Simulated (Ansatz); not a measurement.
# H2CO2: the cost of one run

All numbers below are computed with Ansatz 0.2.0 (DFT r2SCAN+D3(BJ), plane waves, PAW, scalar-relativistic, no spin polarisation).

### 1 The system as given

The cell holds 20 atoms (C4H8O8): a = 7.268 Å, b = 7.268 Å, c = 7.268 Å, α = 90.00°, β = 90.00°, γ = 90.00°.

Its coordinates follow in the input file.

### 2 Relaxing the start

Input file input.yaml:

```yaml
accuracy: low
crystal:
  lattice:
    - [7.268482, 0.0, 0.0]
    - [0.0, 7.268482, 0.0]
    - [0.0, 0.0, 7.268482]
  atoms:
    - { symbol: H, position: [0.0743391, 0.5067821, 0.663578] }
    - { symbol: H, position: [0.1698511, 0.4841783, 0.6891208] }
    - { symbol: H, position: [0.6670529, 0.4359625, 0.9560526] }
    - { symbol: H, position: [0.7358387, 0.380902, 0.9058255] }
    - { symbol: H, position: [0.811158, 0.2431903, 0.4222592] }
    - { symbol: H, position: [0.7870349, 0.2046789, 0.3315903] }
    - { symbol: H, position: [0.9566113, 0.7500733, 0.9216411] }
    - { symbol: H, position: [0.9683586, 0.6493976, 0.9181297] }
    - { symbol: C, position: [0.5932201, 0.9027104, 0.6492706] }
    - { symbol: O, position: [0.5864591, 0.9441713, 0.805895] }
    - { symbol: O, position: [0.5999811, 0.8612496, 0.4926463] }
    - { symbol: C, position: [0.0186836, 0.8401197, 0.4826196] }
    - { symbol: O, position: [-0.076424, 0.82201, 0.3525332] }
    - { symbol: O, position: [0.1137912, 0.8582294, 0.6127061] }
    - { symbol: C, position: [0.0249465, 0.2543377, 0.8670302] }
    - { symbol: O, position: [-0.0289007, 0.139834, 0.7656138] }
    - { symbol: O, position: [0.0787936, 0.3688415, 0.9684466] }
    - { symbol: C, position: [0.3669944, 0.6314998, 0.945054] }
    - { symbol: O, position: [0.3822753, 0.473163, 0.9135602] }
    - { symbol: O, position: [0.3517135, 0.7898366, 0.9765479] }
basis:
  ecutwfc: 500.0
kpoints:
  mp_grid: { grid: [1, 1, 1] }
hamiltonian:
  xc: r2scan
  dispersion: d3bj
scf:
  occupations: { method: fermi_dirac, width: 0.05 }
  lower_state_search: "off"
relax:
  f_tol: 0.3
  max_steps: 15
  adjacent_minimum: "off"
```

On the command line:

```bash
$ ansatz run input.yaml --threads 1 --pin off --max-ram 3072MiB --backend cpu --events-out ev --progress --plain --runs-dir out
```

Q: Estimate wall time and peak memory on 1 thread of Arm Neoverse V2, shared host.

About 2.2 min, with a peak of 0.68 GiB.
